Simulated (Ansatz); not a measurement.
# BGeH3+ (quartet): wave-function methods side by side, cc-pVTZ

An exercise on one series of results from a longer session: the logs are not shown, and one member is left open.

Computed with Ansatz 0.2.0, Gaussian basis. Level: cc-pVTZ, core rule «outside noble gas», up to 15 orbitals frozen.

The runs, in order: UHF; CCSD(T) on ROHF; CCSD(T) on UHF; BCCD(T) on ROHF; CCSDT(Q) on ROHF; CCSDT(Q) on UHF; CASSCF and NEVPT2, 9 electrons in 11 orbitals.

7 further runs of the same task are left out: 1 for a known fault of the program, 6 set aside as unsound or not needed.

### The system

The geometry is a PBE0/def2-TZVP stationary point (not a proven minimum) of the parent state, kept for this charge and spin. No spin-orbit coupling is included. The filled d shell of Ge may be among the frozen orbitals whatever the setting's name suggests; the logs give the count.

5 atoms, charge 1, spin multiplicity 4.

Atoms are counted from 1 here; the program's logs count them from 0.

Bond lengths: Ge1–B2 2.042 Å, Ge1–H3 1.540 Å, Ge1–H4 1.541 Å, Ge1–H5 1.540 Å. Angles: B2–Ge1–H3 113.2°, B2–Ge1–H4 102.7°, B2–Ge1–H5 113.2°, H3–Ge1–H4 109.4°, H3–Ge1–H5 108.8°, H4–Ge1–H5 109.4°.

As a file:

```
Ge   -0.0015    0.0000    0.2371
B     0.0296    0.0000   -1.8042
H     0.6489    1.2522    0.8545
H    -1.5097   -0.0001    0.5523
H     0.6491   -1.2522    0.8545
```

Set-up of the first run:

in.yaml

```yaml
crystal:
  periodic: [false, false, false]
  atoms:
    - {symbol: Ge, position_ang: [-0.001461, 0.000000, 0.237148]}
    - {symbol: B, position_ang: [0.029551, 0.000003, -1.804248]}
    - {symbol: H, position_ang: [0.648910, 1.252233, 0.854533]}
    - {symbol: H, position_ang: [-1.509666, -0.000094, 0.552300]}
    - {symbol: H, position_ang: [0.649065, -1.252153, 0.854532]}
basis:
  gaussian: {orbitals: cc-pVTZ}
total_charge: 1
magnetization: {spin_polarized: true, initial_magnetization: 3}
hamiltonian: {xc: hf}
output: {orbitals: {seedname: orbitals}}
```

Run with:

```console
$ ansatz run in.yaml --threads 1 --pin off --events-out ev --progress --plain --max-ram 4096MiB --backend cpu
```

Steps of the session up to this table: UHF; CCSD(T) on ROHF; CCSD(T) on UHF; BCCD(T) on ROHF; CCSDT(Q) on ROHF; CCSDT(Q) on UHF; CASSCF and NEVPT2, 9 electrons in 11 orbitals.

One of the session's tables, all rows but one given; the rest of the session is left out.

It belongs to the step «Misses and costs». 

| method | from UCCSDT(Q) (kJ/mol) |
| --- | --- |
| ROHF | +472.1 |
| UHF | ? |
| RMP2 | +109.9 |
| UMP2 | +108.9 |
| RCCSD | +22.1 |
| UCCSD | +21.7 |
| RCCSD(T) | +6.3 |
| UCCSD(T) | +5.9 |
| BCCD(T) | +6.0 |
| RCCSDT | +1.4 |
| UCCSDT | +1.1 |
| RCCSDT(Q) | +0.3 |
| UCCSDT(Q) | 0 |
| CASSCF valence | +286.4 |
| NEVPT2 valence | +75.0 |

Q: Estimate the row for UHF from the others.

The run gave: from UCCSDT(Q) (kJ/mol): +460.9. In the column «from UCCSDT(Q) (kJ/mol)» it lies between CASSCF valence (+286.4) and ROHF (+472.1).

To keep in mind: Restricted and unrestricted rows rest on different reference determinants; where their highest levels disagree by more than a few hundredths of an eV, they describe different states and don't form one ladder.
